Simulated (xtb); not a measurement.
**C2H4BrClSi (SMILES C=C[SiH](Cl)Br) at GFN2-xTB**

Wanted: the harmonic vibrations of C2H4BrClSi. 

The calculation is run with xtb 6.7.1.

7 further runs of the same task are left out: 7 set aside as unsound or not needed.

**1. Starting point**

The species is C2H4BrClSi (9 atoms), meant as a singlet with charge 0. As SMILES, `C=C[SiH](Cl)Br`. Geometry: optimised at GFN2-xTB. This is one conformer, not always the lowest.

Bond lengths: C1–C2 1.324 Å, C2–Si3 1.877 Å, Si3–Cl4 2.019 Å, Si3–Br5 2.222 Å, C1–H6 1.078 Å, C1–H7 1.078 Å, C2–H8 1.085 Å, Si3–H9 1.451 Å. Some angles: C1–C2–Si3 124.7°, C2–Si3–Cl4 110.3°, C2–Si3–Br5 106.6°, Cl4–Si3–Br5 109.1°, C1–C2–H8 118.5°, Si3–C2–H8 116.8°, C2–C1–H6 122.0°, C2–C1–H7 122.2°, C2–Si3–H9 114.7°, Cl4–Si3–H9 111.0°.

**2. The harmonic vibrations at GFN2-xTB**

The input, xcontrol:

```
$chrg 0
$spin 0
$hess
   step=0.005
$end
```

The input, start.xyz:

```xyz
9

C     -1.434548    -0.761331    -0.182721
C     -0.607392     0.114360     0.365860
Si     1.164666     0.398881    -0.183201
Cl     1.435561     2.330385    -0.706788
Br     2.454448    -0.067097     1.565022
H     -1.136042    -1.391532    -1.004762
H     -2.447017    -0.891665     0.165170
H     -0.965799     0.715707     1.194654
H      1.624622    -0.494207    -1.230234
```

Run with:

```
$ xtb --hess --input xcontrol --gfn 2 -- start.xyz > out.txt
```

**Question.** What will come out? Wanted: total energy; dipole moment; HOMO energy; LUMO energy; HOMO–LUMO gap; dispersion energy; mean polarisability; lowest harmonic wavenumber; highest harmonic wavenumber.

Answer, from the run:

Level: GFN2-xTB.

| quantity | value |
| --- | --- |
| total energy | -16.73316 Eh |
| dipole moment | 5.54 D |
| HOMO energy | -11.55 eV |
| LUMO energy | -7.15 eV |
| HOMO–LUMO gap | 4.40 eV |
| dispersion energy | -19.33 kJ/mol |
| mean polarisability (D4 model) | 86.2 bohr³ |
| lowest harmonic wavenumber | 28 cm⁻¹ |
| highest harmonic wavenumber | 3110 cm⁻¹ |
| zero-point energy | 137.9 kJ/mol |

All 21 modes are real, though the softest (28 cm⁻¹) is within numerical noise. Mulliken charges run from -0.24 on Cl4 to +0.53 on Si3.
